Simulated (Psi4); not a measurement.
# TPSS/6-31G(d) (spherical functions) run of BSiH4O2F (SMILES OB(F)O[SiH3])

What is the vertical ionisation energy of BSiH4O2F at TPSS/6-31G* (spherical functions)? 

The results are computed with Psi4 1.11.

12 further runs of the same task are left out: 12 that didn't finish.

**1. The system as given**

BSiH4O2F has 9 atoms, charge 0, and is taken as a singlet. As SMILES, `OB(F)O[SiH3]`. The shape is that of a PBE0-D4/def2-TZVP optimisation. This is one conformer, not always the lowest.

Bond lengths: O1–B2 1.359 Å, B2–F3 1.334 Å, B2–O4 1.348 Å, O4–Si5 1.655 Å, O1–H6 0.960 Å, Si5–H7 1.480 Å, Si5–H8 1.484 Å, Si5–H9 1.484 Å. Some angles: O1–B2–F3 120.0°, O1–B2–O4 121.1°, F3–B2–O4 118.9°, B2–O4–Si5 131.9°, B2–O1–H6 113.4°, O4–Si5–H7 106.4°, O4–Si5–H8 110.2°, O4–Si5–H9 110.2°, H7–Si5–H8 110.1°, H7–Si5–H9 110.1°.

**2. The energy at TPSS/6-31G(d) (spherical functions)**

Contents of input.dat:

```
memory 2.2 GB

molecule geom {
  0 1
  O
  B 1 1.359197
  F 2 1.334449 1 120.04275
  O 2 1.34756 3 118.87028 1 179.99096
  Si 4 1.654927 2 131.9216 3 179.99385
  H 1 0.95988 2 113.38885 3 -0.01857
  H 5 1.480479 4 106.41385 2 -179.93199
  H 5 1.483561 7 110.07506 4 119.35462
  H 5 1.483596 7 110.07877 8 121.28219
  symmetry c1
}

set {
  puream               true
  e_convergence        1e-09
  d_convergence        1e-08
  scf_type             pk
  dft_radial_points    99
  dft_spherical_points 590
}

energy_value, wavefunction = energy("tpss/6-31G*", return_wfn=True)
oeprop(wavefunction, "LOWDIN_CHARGES", "WIBERG_LOWDIN_INDICES", "DIPOLE")
```

On the command line:

```console
$ psi4 input.dat output.dat -n 1
```

output.dat:

```text
[...]
  Running in c1 symmetry.
[...]
  Nuclear repulsion =  222.106215647762497
[...]
  Multiplicity = 1
[...]
  Nalpha       = 24
  Nbeta        = 24
[...]
    Number of basis functions: 82
[...]
   @RKS iter   1:  -566.94059362988446   -2.74409e-01   1.11335e-02 ADIIS/DIIS
[...]
   @RKS iter  12:  -567.25379695755964   -1.36424e-12   2.91886e-09 DIIS
[...]
    Orbital Energies [Eh]
    ---------------------
    Doubly Occupied:
       1A    -65.697492     2A    -24.414709     3A    -18.922639
       4A    -18.910939     5A     -6.676283     6A     -5.133012
       7A     -3.509705     8A     -3.506247     9A     -3.506224
      10A     -1.119948    11A     -0.974084    12A     -0.943206
      13A     -0.547244    14A     -0.514235    15A     -0.466033
      16A     -0.429296    17A     -0.403716    18A     -0.369730
      19A     -0.349821    20A     -0.345823    21A     -0.314303
      22A     -0.306553    23A     -0.290278    24A     -0.280094
[...]
  @RKS Final Energy:  -567.25379695755964
   => Energetics <=
    Nuclear Repulsion Energy =            222.1062156477624967
    One-Electron Energy =               -1225.7219145145904804
    Two-Electron Energy =                 490.7392549427576682
    DFT Exchange-Correlation Energy =     -54.3773530334892428
    Empirical Dispersion Energy =           0.0000000000000000
    VV10 Nonlocal Energy =                  0.0000000000000000
    Total Energy =                       -567.2537969575596435
[...]
 Multipole Moments:
 ------------------------------------------------------------------------------------
     Multipole            Electronic (a.u.)      Nuclear  (a.u.)        Total (a.u.)
 ------------------------------------------------------------------------------------
 L = 1.  Multiply by 2.5417464519 to convert [e a0] to [Debye]
 Dipole X            :          0.0002238            0.0000856            0.0003095
 Dipole Y            :         -7.8198350            7.6924660           -0.1273690
 Dipole Z            :          1.6235936           -2.1382136           -0.5146200
 Magnitude           :                                                    0.5301478
[...]
```

Wall time 25 s (1 thread of AMD EPYC 9R45 (Zen 5), shared host); peak memory 1.5 GiB.

**3. The doublet cation: energy and gradient at UTPSS/6-31G(d) (spherical functions)**

Contents of job.json:

```json
{
 "schema_name": "qcschema_input",
 "schema_version": 1,
 "molecule": {
  "schema_name": "qcschema_molecule",
  "schema_version": 2,
  "symbols": ["O", "B", "F", "O", "Si", "H", "H", "H", "H"],
  "geometry": [-3.05020694, 1.05201053, 0.74455209, -0.74719771, 2.1866021, 0.6665064, -0.52402105, 4.63134079, 1.24325082, 1.33962685, 0.88231313, 0.0117163, 1.76538215, -2.10685566, -0.8031336, -4.38888892, 2.17299607, 1.23606986, 4.50113866, -2.40732211, -1.30561178, 0.29196269, -2.69777302, -3.11389071, 0.97925608, -3.80023924, 1.28841527],
  "molecular_charge": 1,
  "molecular_multiplicity": 2,
  "fix_symmetry": "c1"
 },
 "driver": "gradient",
 "model": {
  "method": "tpss",
  "basis": "6-31G*"
 },
 "keywords": {
  "reference": "uks",
  "puream": true,
  "e_convergence": 1e-09,
  "d_convergence": 1e-08,
  "scf_type": "pk",
  "dft_radial_points": 99,
  "dft_spherical_points": 590,
  "maxiter": 100,
  "scf_properties": ["DIPOLE", "MULLIKEN_CHARGES", "QUADRUPOLE"]
 }
}
```

On the command line:

```console
$ psi4 --qcschema job.json -n 1 --memory 2200MB
```

stdout (excerpt; [...] marks lines left out):

```text
[...]
  Running in c1 symmetry.
[...]
  Nuclear repulsion =  222.106224998276275
[...]
  Multiplicity = 2
[...]
  Nalpha       = 24
  Nbeta        = 23
[...]
    Number of basis functions: 82
[...]
   @UKS iter   1:  -566.54042197222725    1.25763e-01   1.06629e-02 ADIIS/DIIS
[...]
   @UKS iter  22:  -566.85486320940890   -1.02318e-12   5.53324e-09 DIIS
[...]
   @S^2 Observed:                7.560449986E-01
[...]
  @UKS Final Energy:  -566.85486320940890
   => Energetics <=
    Nuclear Repulsion Energy =            222.1062249982762751
    One-Electron Energy =               -1214.1611742576783399
    Two-Electron Energy =                 479.1967598855916322
    DFT Exchange-Correlation Energy =     -53.9966738355985072
    Empirical Dispersion Energy =           0.0000000000000000
    VV10 Nonlocal Energy =                  0.0000000000000000
    Total Energy =                       -566.8548632094089044
[...]
 Multipole Moments:
[...]
  Mulliken Charges: (a.u.)
   Center  Symbol    Alpha    Beta     Spin     Total
       1     O     4.36101  4.07794  0.28306 -0.43895
       2     B     2.13794  2.17470 -0.03676  0.68737
       3     F     4.59804  4.60178 -0.00373 -0.19982
       4     O     4.35158  3.97711  0.37447 -0.32869
       5    SI     6.68910  6.67958  0.00952  0.63132
       6     H     0.25084  0.25749 -0.00665  0.49167
       7     H     0.48910  0.49652 -0.00742  0.01438
       8     H     0.56141  0.36700  0.19440  0.07159
       9     H     0.56099  0.36788  0.19311  0.07113
   Total alpha = 24.00000, Total beta = 23.00000, Total charge =  1.00000
[...]
  -Total Gradient:
     Atom            X                  Y                   Z
    ------   -----------------  -----------------  -----------------
       1       -0.006137041089     0.028960098137     0.008201270818
       2        0.017561043923    -0.059284317172    -0.017622994109
       3       -0.001956019067     0.011260336638     0.003121105205
       4       -0.014346997265     0.010146021047     0.004874691528
       5       -0.044083858053     0.018665394105     0.011341726909
       6        0.019805661909    -0.014063198734    -0.006623973630
       7        0.005515128254    -0.001213938803    -0.001111108833
       8        0.012645796015     0.001439816135     0.004407234187
       9        0.010947073325     0.004158936449    -0.006562979701
[...]
```

Run time: 77 s. Hardware: 1 thread of AMD EPYC 9R45 (Zen 5), shared host; peak memory 1.5 GiB.

**4. What came out**

Level: TPSS/6-31G* (spherical functions).

```
                                          quantity          value
                    singlet BSiH4O2F: total energy  -567.25380 Eh
                   singlet BSiH4O2F: dipole moment         1.35 D
                     singlet BSiH4O2F: HOMO energy       -7.62 eV
                     singlet BSiH4O2F: LUMO energy       -0.09 eV
                   singlet BSiH4O2F: HOMO–LUMO gap        7.53 eV
                      doublet cation: total energy  -566.85486 Eh
doublet cation: HOMO energy (highest over α and β)      -14.15 eV
 doublet cation: LUMO energy (lowest over α and β)      -14.05 eV
                              doublet cation: ⟨S²⟩          0.756
          doublet cation: largest force on an atom     3.306 eV/Å
vertical ionisation energy (to the doublet cation)      10.856 eV
```

Removing an electron at fixed nuclei costs 10.86 eV (250 kcal/mol). The negative HOMO energy of the first species, 7.62 eV, lies 3.23 eV below that difference.
